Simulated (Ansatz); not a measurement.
# C7H8: the cost of one run

Program: Ansatz 0.2.0. Level of theory: the levels named in each step. These are calculated values, not measurements.

## Step 1: The starting structure

Bond lengths (14 of 15 bonds, heavy atoms first): C1–C2 1.463 Å, C2–C3 1.418 Å, C3–C4 1.375 Å, C4–C5 1.403 Å, C5–C6 1.402 Å, C2–C7 1.419 Å, C6–C7 1.375 Å, C1–H8 1.089 Å, C1–H9 1.090 Å, C1–H10 1.101 Å, C3–H11 1.081 Å, C4–H12 1.080 Å, C5–H13 1.081 Å, C6–H14 1.080 Å. Angles (14 of 24 angles, heavy atoms first): C1–C2–C3 120.8°, C1–C2–C7 120.4°, C3–C2–C7 118.7°, C2–C3–C4 120.4°, C3–C4–C5 119.8°, C4–C5–C6 120.5°, C5–C6–C7 119.8°, C2–C7–C6 120.5°, C2–C1–H8 112.8°, C2–C1–H9 112.6°, C2–C1–H10 107.8°, C2–C3–H11 119.2°, C4–C3–H11 120.4°, C3–C4–H12 120.4°.

Coordinates:

```xyz
15

C    -2.2397    0.6486   -0.6205
C    -0.9009    0.2321   -0.2030
C    -0.3733   -1.0227   -0.6017
C     0.9360   -1.3442   -0.3322
C     1.7266   -0.4710    0.4296
C     1.2237    0.7744    0.8336
C    -0.0838    1.1025    0.5643
H    -2.5791    0.1383   -1.5210
H    -2.3300    1.7306   -0.7207
H    -2.9447    0.3678    0.1779
H    -1.0069   -1.7153   -1.1372
H     1.3519   -2.2781   -0.6804
H     2.7113   -0.7810    0.7508
H     1.8564    1.4597    1.3779
H    -0.4970    2.0363    0.9177
```

## Step 2: A rough first relaxation, PBE-D4/def2-SVP

input.yaml reads:

```yaml
crystal:
  periodic: [false, false, false]
  atoms:
    - { symbol: C, position_ang: [-2.23975, 0.64856, -0.62049] }
    - { symbol: C, position_ang: [-0.90088, 0.23215, -0.203] }
    - { symbol: C, position_ang: [-0.37334, -1.02273, -0.6017] }
    - { symbol: C, position_ang: [0.93603, -1.34423, -0.33221] }
    - { symbol: C, position_ang: [1.72656, -0.471, 0.4296] }
    - { symbol: C, position_ang: [1.22367, 0.77436, 0.83355] }
    - { symbol: C, position_ang: [-0.08375, 1.10248, 0.56433] }
    - { symbol: H, position_ang: [-2.57913, 0.1383, -1.52102] }
    - { symbol: H, position_ang: [-2.32999, 1.73058, -0.72074] }
    - { symbol: H, position_ang: [-2.94473, 0.36781, 0.17785] }
    - { symbol: H, position_ang: [-1.00693, -1.71529, -1.13719] }
    - { symbol: H, position_ang: [1.3519, -2.27814, -0.6804] }
    - { symbol: H, position_ang: [2.71125, -0.78101, 0.75084] }
    - { symbol: H, position_ang: [1.85644, 1.4597, 1.37792] }
    - { symbol: H, position_ang: [-0.49702, 2.03628, 0.91773] }
magnetization:
  spin_polarized: true
  initial_magnetization: 1
total_charge: 1
basis:
  gaussian: { orbitals: def2-SVP }
hamiltonian:
  xc: pbe
  dispersion: d4
relax:
  f_tol: 0.03
  max_steps: 200
```

Launch:

```sh
> ansatz run input.yaml --threads 8 --pin off --max-ram 22528MiB --backend cpu --events-out ev --progress --plain --runs-dir out
```

**Question.** How long does this run take on 8 threads of Oxide Virtual Turin-like (Zen 5), shared host, and how much memory does it need?

About 15 s, with a peak of 0.26 GiB.
